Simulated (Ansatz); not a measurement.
Set up this calculation in Ansatz 0.2.0, as the native input.

```
Task                : single point
Functional          : PBE
Potentials or basis : Ansatz PAW
Cutoff              : 420 eV (not typed: the program's choice for these potentials)
k mesh              : 9 × 9 × 9
Occupations         : gaussian, width 0.015 eV
Spin                : no spin polarisation
```

The system is GeW.

```
CELL_PARAMETERS angstrom
0.00000 2.57761 2.57761
2.57761 0.00000 2.57761
2.57761 2.57761 0.00000
ATOMIC_POSITIONS crystal
Ge 0.50000 0.50000 0.50000
W 0.00000 0.00000 0.00000
```

The cell was built by a generator and needn't be a form met in nature.

The input as run:

input.yaml

```yaml
crystal:
  lattice:
    - [0.0, 2.57761, 2.57761]
    - [2.57761, 0.0, 2.57761]
    - [2.57761, 2.57761, 0.0]
  atoms:
    - { symbol: Ge, position: [0.5, 0.5, 0.5] }
    - { symbol: W, position: [0.0, 0.0, 0.0] }
hamiltonian:
  xc: pbe
  pseudopotentials: { kind: paw }
kpoints:
  mp_grid: { grid: [9, 9, 9] }
scf:
  occupations: { method: gaussian, width: 0.015 }
output:
  forces: true
  stress: true
  eigenvalues: true
```

Potentials or basis: Ansatz PAW.

Command:

```sh
$ ansatz run input.yaml --threads 2 --pin off --max-ram 5632MiB --backend cpu --events-out ev --progress --plain --runs-dir out
```

Results of the run:

```json
{
  "Pressure": "0.2 GPa",
  "Band gap on the k mesh": "none (metal or under the smearing width)"
}
```

It took 0.83 s on 2 threads of Arm Neoverse V1, with other jobs on the host, peak memory 0.3 GiB.
